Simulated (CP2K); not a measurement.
# GeCNClF (SMILES N#[C][Ge]([F])[Cl]) at AM1

What is the vertical doublet–quartet gap of GeCNClF at AM1? 

Program for the calculation: CP2K 2026.2.

13 further runs of the same task are left out: 6 that didn't finish, 7 set aside as unsound or not needed.

## Step 1: The molecule

The species is GeCNClF (5 atoms), meant as a doublet with charge 0. As SMILES, `N#[C][Ge]([F])[Cl]`. The coordinates come from a PBE0-D4/def2-TZVP relaxation.

Bond lengths: N1–C2 1.153 Å, C2–Ge3 1.929 Å, Ge3–F4 1.725 Å, Ge3–Cl5 2.128 Å. Angles: N1–C2–Ge3 173.2°, C2–Ge3–F4 104.9°, C2–Ge3–Cl5 108.6°, F4–Ge3–Cl5 108.1°.

## Step 2: A single-point energy at AM1

job.inp reads:

```
&GLOBAL
  PROJECT_NAME job
  RUN_TYPE ENERGY
  PRINT_LEVEL MEDIUM
&END GLOBAL

&FORCE_EVAL
  METHOD QUICKSTEP
  &DFT
    MULTIPLICITY 2
    SPIN_POLARIZED T
    &QS
      METHOD AM1
      EPS_DEFAULT 1.0E-10
      &SE
        &COULOMB
          CUTOFF [angstrom] 50
          RC_RANGE [angstrom] 0
        &END COULOMB
        &EXCHANGE
          CUTOFF [angstrom] 50
          RC_RANGE [angstrom] 0
        &END EXCHANGE
      &END SE
    &END QS
    &POISSON
      PERIODIC NONE
      POISSON_SOLVER ANALYTIC
    &END POISSON
    &SCF
      SCF_GUESS ATOMIC
      EPS_SCF 1.0E-06
      MAX_SCF 150
      &DIAGONALIZATION
        ALGORITHM STANDARD
      &END DIAGONALIZATION
      &MIXING
        METHOD DIRECT_P_MIXING
        ALPHA 0.4
      &END MIXING
    &END SCF
    &PRINT
      &MOMENTS
        PERIODIC F
        REFERENCE COM
        MAX_MOMENT 1
      &END MOMENTS
      &MO ON
        ENERGIES T
        OCCUPATION_NUMBERS T
        NDIGITS 6
        &EACH
          QS_SCF 0
        &END EACH
        ADD_LAST NUMERIC
      &END MO
      &HIRSHFELD OFF
      &END HIRSHFELD
    &END PRINT
  &END DFT
  &SUBSYS
    &CELL
      ABC 10.9 11.6 10.5
      PERIODIC NONE
    &END CELL
    &COORD
      SCALED T
      N    0.63265596   0.34642241   0.61763810
      C    0.58475688   0.39624138   0.53671429
      Ge   0.51953670   0.47229310   0.38807619
      F    0.36734404   0.43175862   0.38236190
      Cl   0.52694037   0.65357759   0.41801905
    &END COORD
  &END SUBSYS
&END FORCE_EVAL
```

Launch:

```console
OMP_NUM_THREADS=1 cp2k.psmp -i job.inp > job.out 2>&1
```

What it wrote:

```text
CP2K| version string:                                       CP2K version 2026.2
[...]
 GLOBAL| Method name                                                        CP2K
[...]
 GLOBAL| Run type                                                         ENERGY
[...]
                             - Atoms:                                          5
[...]
                             - Spherical basis functions:                     20
[...]
 Number of electrons:                                                         14
[...]
     1 P_Mix/Diag. 0.40E+00    0.0     0.37518385       -42.5284876999 -4.25E+01
[...]
    21 DIIS/Diag.  0.17E-06    0.0     0.00000094       -46.9495351658 -2.59E-12
  *** SCF run converged in    21 steps ***
  Core-core repulsion energy [eV]:                           1454.52454980528728
  Core Hamiltonian energy [eV]:                             -2125.25391569795147
  Two-electron integral energy [eV]:                        -1213.66491478155990
  Electronic energy [eV]:                                   -2732.08637308873131
  Total energy [eV]:                                        -1277.56182328344426
  Atomic reference energy [eV]:                              1274.68902674555989
  Heat of formation [kcal/mol]:                               -66.24826722203066
[...]
 SE_DIPOLE| Moment [Debye]         -0.71461834       0.74999792       2.83083960
 SE_DIPOLE| Derivative [a.u.]       0.00000000       0.00000000       0.00000000
 ENERGY| Total FORCE_EVAL ( QS ) energy [hartree]            -46.949535165798970
[...]
```

Wall time 1.6 s (1 thread of Intel Xeon at 2.50GHz (Skylake/Cascade Lake), shared host); peak memory 0.18 GiB.

## Step 3: The quartet, same level

run.inp reads:

```
&GLOBAL
 PROJECT run
 RUN_TYPE ENERGY
 PRINT_LEVEL MEDIUM
&END GLOBAL

&FORCE_EVAL
 METHOD Quickstep
 &DFT
  MULTIPLICITY 4
  LSD T
  &QS
   METHOD AM1
   EPS_DEFAULT 1.0E-10
   &SE
    &COULOMB
     CUTOFF [angstrom] 50
     RC_RANGE [angstrom] 0
    &END COULOMB
    &EXCHANGE
     CUTOFF [angstrom] 50
     RC_RANGE [angstrom] 0
    &END EXCHANGE
   &END SE
  &END QS
  &POISSON
   PERIODIC NONE
   POISSON_SOLVER ANALYTIC
  &END POISSON
  &SCF
   SCF_GUESS ATOMIC
   EPS_SCF 1.0E-06
   MAX_SCF 40
   &OT
    MINIMIZER CG
    PRECONDITIONER FULL_SINGLE_INVERSE
   &END OT
   &OUTER_SCF
    EPS_SCF 1.0E-06
    MAX_SCF 10
   &END OUTER_SCF
  &END SCF
  &PRINT
   &MOMENTS
    PERIODIC F
    REFERENCE COM
    MAX_MOMENT 1
   &END MOMENTS
   &MO_CUBES
    NLUMO 3
    NHOMO -1
    WRITE_CUBE F
   &END MO_CUBES
   &HIRSHFELD OFF
   &END HIRSHFELD
  &END PRINT
 &END DFT
 &SUBSYS
  &CELL
   ABC 10.9 11.6 10.5
   PERIODIC NONE
  &END CELL
  &COORD
   SCALED T
   N    0.63265596   0.34642241   0.61763810
   C    0.58475688   0.39624138   0.53671429
   Ge   0.51953670   0.47229310   0.38807619
   F    0.36734404   0.43175862   0.38236190
   Cl   0.52694037   0.65357759   0.41801905
  &END COORD
 &END SUBSYS
&END FORCE_EVAL
```

Launch:

```console
OMP_NUM_THREADS=1 cp2k.psmp run.inp > run.out
```

What it wrote:

```text
CP2K| version string:                                       CP2K version 2026.2
[...]
 GLOBAL| Method name                                                        CP2K
[...]
 GLOBAL| Run type                                                         ENERGY
[...]
                             - Atoms:                                          5
[...]
                             - Spherical basis functions:                     20
[...]
 Number of electrons:                                                         15
[...]
     1 OT CG       0.80E-01    0.1     0.19313456       -42.4963290665 -4.25E+01
[...]
    39 OT CG       0.30E+00    0.0     0.00000086       -46.7561013960 -1.89E-10
  *** SCF run converged in    39 steps ***
  Core-core repulsion energy [eV]:                           1454.52454980528728
  Core Hamiltonian energy [eV]:                             -2118.81566028690941
  Two-electron integral energy [eV]:                        -1216.01422448219660
  Electronic energy [eV]:                                   -2726.82277252800759
  Total energy [eV]:                                        -1272.29822272272054
  Atomic reference energy [eV]:                              1274.68902674555989
  Heat of formation [kcal/mol]:                                55.13325489358404
[...]
 SE_DIPOLE| Moment [Debye]         -0.66016506       0.79296694       2.40421222
 SE_DIPOLE| Derivative [a.u.]       0.00000000       0.00000000       0.00000000
 *** WARNING in qs_scf_post_se.F:140 :: Printing of MO cube files not ***
 *** implemented for Semi-Empirical method.                           ***
 ENERGY| Total FORCE_EVAL ( QS ) energy [hartree]            -46.756101396003558
[...]
```

Run time: 7.5 s. Hardware: 1 thread of Intel Xeon at 2.50GHz (Skylake/Cascade Lake), shared host; peak memory 0.19 GiB.

## Step 4: Summary of results

Level: AM1.

```
                                        quantity           value
                           doublet: total energy    -46.94954 Eh
                          doublet: dipole moment          3.01 D
     doublet: HOMO energy (highest over α and β)       -10.64 eV
                      doublet: heat of formation  -66.2 kcal/mol
                           quartet: total energy    -46.75610 Eh
                          quartet: dipole moment          2.62 D
                      quartet: heat of formation   55.1 kcal/mol
vertical energy of the quartet above the doublet        5.264 eV
```

What this shows: At this shape the quartet lies 5.26 eV (508 kJ/mol) above the doublet.
